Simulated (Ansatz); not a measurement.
# CH4FGe: the cost of one run

All numbers are computed with the Python package of Ansatz 0.2.0. Level of theory: Hartree-Fock/def2-SVP.

## 1. The structure

Bond lengths: C1–Ge2 1.877 Å, Ge2–F3 1.754 Å, C1–H4 1.170 Å, C1–H5 1.111 Å, C1–H6 1.124 Å, Ge2–H7 1.577 Å. Angles: C1–Ge2–F3 108.4°, C1–Ge2–H7 109.8°, F3–Ge2–H7 110.4°, Ge2–C1–H4 109.1°, Ge2–C1–H5 113.0°, Ge2–C1–H6 113.3°, H4–C1–H5 107.0°, H4–C1–H6 107.9°, H5–C1–H6 106.2°.

The script holds or builds the structure itself.

## 2. Script

torsion.py reads:

```python
"""Rigid torsion scan of CH4FGe."""

import ansatz as az
from ase import Atoms

atoms = Atoms(["C", "Ge", "F", "H", "H", "H", "H"], positions=[
    (-0.5827, 0.453, -0.3068),
    (0.896, -0.6841, -0.1022),
    (0.3872, -2.0956, 0.8058),
    (-0.2543, 1.404, -0.9031),
    (-0.9981, 0.8046, 0.6617),
    (-1.4377, -0.0231, -0.8606),
    (2.0508, 0.0731, 0.6594),
])

# start the scan from a relaxed geometry
first = az.Crystal.molecule_from_ase(atoms).calculation()
first = first.basis(gaussian="def2-SVP").functional("hf")
first = first.spin("collinear", total=1)
first = first.relax(force_tolerance=0.02, max_steps=80)
atoms.positions = first.run(threads=1).report["positions_ang"]

start = atoms.get_dihedral(3, 0, 1, 2)
energies = {}
for turn in range(0, 360, 40):
    turned = atoms.copy()
    turned.set_dihedral(3, 0, 1, 2, start + turn, indices=[1, 2, 6])
    job = (
        az.Crystal.molecule_from_ase(turned).calculation()
        .basis(gaussian="def2-SVP")
        .functional("hf")
        .spin("collinear", total=1)
    )
    energies[round((start + turn) % 360)] = job.run(threads=1).report["free_energy_ev"]
floor = min(energies.values())
print("dihedral H3-C0-Ge1-F2 (deg)   E - E(min) (kJ/mol)")
for angle, e in sorted(energies.items()):
    print(f"{angle:8d} {96.485332 * (e - floor):14.3f}  " + "#" * int(30 * (e - floor) / max(max(energies.values()) - floor, 1e-9)))
```

## 3. The calls as engine input

The package turns the script's settings into the engine's input (first run):

```yaml
crystal:
  periodic: [false, false, false]
  atoms:
    - { symbol: C, position_ang: [-0.5827, 0.453, -0.3068] }
    - { symbol: Ge, position_ang: [0.896, -0.6841, -0.1022] }
    - { symbol: F, position_ang: [0.3872, -2.0956, 0.8058] }
    - { symbol: H, position_ang: [-0.2543, 1.404, -0.9031] }
    - { symbol: H, position_ang: [-0.9981, 0.8046, 0.6617] }
    - { symbol: H, position_ang: [-1.4377, -0.0231, -0.8606] }
    - { symbol: H, position_ang: [2.0508, 0.0731, 0.6594] }
basis:
  gaussian:
    orbitals: def2-SVP
hamiltonian:
  xc: hf
magnetization:
  spin_polarized: true
  initial_magnetization: 1.0
relax:
  f_tol: 0.02
  max_steps: 80
```

## 4. The run

On the command line:

```sh
$ python torsion.py
```

Q: Estimate wall time and peak memory on 1 thread of Arm Neoverse V1, shared host.

About 27 s, with a peak of 0.26 GiB.
